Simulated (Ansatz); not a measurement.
Write a Python script for Ansatz 0.2.0, Python API that makes a surface slab of TaTc, space group Pm-3m. Level of theory: LDA, PAW, the default cutoff (500 eV here), 5×5×1 k-points, Fermi-Dirac smearing of 0.15 eV.

```
Ta Tc
1.0
     3.17200    0.00000    0.00000
     0.00000    3.17200    0.00000
     0.00000    0.00000    3.17200
Ta Tc
1 1
Direct
  0.00000 0.00000 0.00000
  0.50000 0.50000 0.50000
```

`run_slab.py`
```python
from dataclasses import dataclass

import ansatz as az
from ase import Atoms
from ase.build import surface
from ase.constraints import FixAtoms
import numpy as np


@dataclass(frozen=True)
class Settings:
    smearing: str = "fermi_dirac"
    width_ev: float = 0.15
    functional: str = "lda"


settings = Settings()

atoms = Atoms(
    ["Ta", "Tc"],
    scaled_positions=[
        [0.0, 0.0, 0.0],
        [0.5, 0.5, 0.5],
    ],
    cell=[
        [3.172, 0.0, 0.0],
        [0.0, 3.172, 0.0],
        [0.0, 0.0, 3.172],
    ],
    pbc=True,
)
slab = surface(atoms, (0, 1, 0), 3, vacuum=6.0)
slab.pbc = (True, True, False)

print(slab.get_chemical_formula(), "area {:.3f} A^2, cell height {:.2f} A".format(np.linalg.norm(np.cross(slab.cell[0], slab.cell[1])), slab.cell[2, 2]))
slab.set_constraint(FixAtoms(mask=slab.positions[:, 2] < slab.positions[:, 2].mean()))


def prepared(structure):
    return (
        az.Crystal.from_ase(structure).calculation()
        .occupations(settings.smearing, width=settings.width_ev)
        .functional(settings.functional)
    )


model = (
    prepared(slab)
    .kpoints(5, 5, 1)
    .relax(force_tolerance=0.03, max_steps=30)
)
outcome = model.run()
report = outcome.report

print(f"slab free energy {report['free_energy_ev']:.4f} eV, Fermi level {report['fermi_energy_ev']:.3f} eV")
print("vacuum reading:", {k: round(v, 3) for k, v in report.get("vacuum", {}).items() if isinstance(v, float)})

print("atom   z before  z after (A)")
for atom, site in zip(slab, outcome.lattice.sites):
    print(f"{atom.symbol:3s} {atom.z:9.3f} {site.position_ang[2]:9.3f}")
```

Running `python run_slab.py` prints:
```text
Ta3Tc3 area 10.062 A^2, cell height 19.93 A
DeckWarning: crystal.periodic: the lattice vector that does not repeat stood 0.000° off the slab's normal, 19.930 Å along it as the deck builds it. The run solves the slab on a vector along the normal, 39.660 Å long, with every atom where it was (on the [...]
DeckWarning: basis.ecutwfc = 500 eV, auto-derived from the records' recommended cutoffs: set by Tc (normal level)
slab free energy -44889.3703 eV, Fermi level -4.352 eV
vacuum reading: {'free_states_from_ev': -0.005, 'bound_up_to_ev': -0.084}
atom   z before  z after (A)
Ta      6.000     6.000
Tc      7.586     7.586
Ta      9.172     9.172
Tc     10.758    10.668
Ta     12.344    12.307
Tc     13.930    13.618
```
(Warnings from the package without file and line, shortened.)

Notes:
- Total energies depend on the potentials; only differences at equal settings carry meaning. A total without «per atom» is that of the cell as typed.
- Spin is left out of this run.
- An absolute Fermi energy rests on an arbitrary zero of the periodic potential and has no direct meaning.
- The smearing is wide enough that free energy and stress hold a thermal part of the electrons.
- Spin-orbit coupling, which matters for elements this heavy, is left out.
- The starting cell is as deposited in a crystallographic database; the results hold for this polymorph, which needn't be the stable one.
- The slab is thin and cut from the structure as given; a cut can leave two unlike or polar faces, and the surface energy is then their mean. Miller indices refer to the vectors of the cell as typed, and the lattice isn't relaxed for this functional, so relaxation and surface energy can hold strain.
- The whole script took 110 s on 1 thread of Arm Neoverse V1, with other jobs on the host, peak memory 0.67 GiB.

(Lines on the test bed's own set-up are left out of the output.)
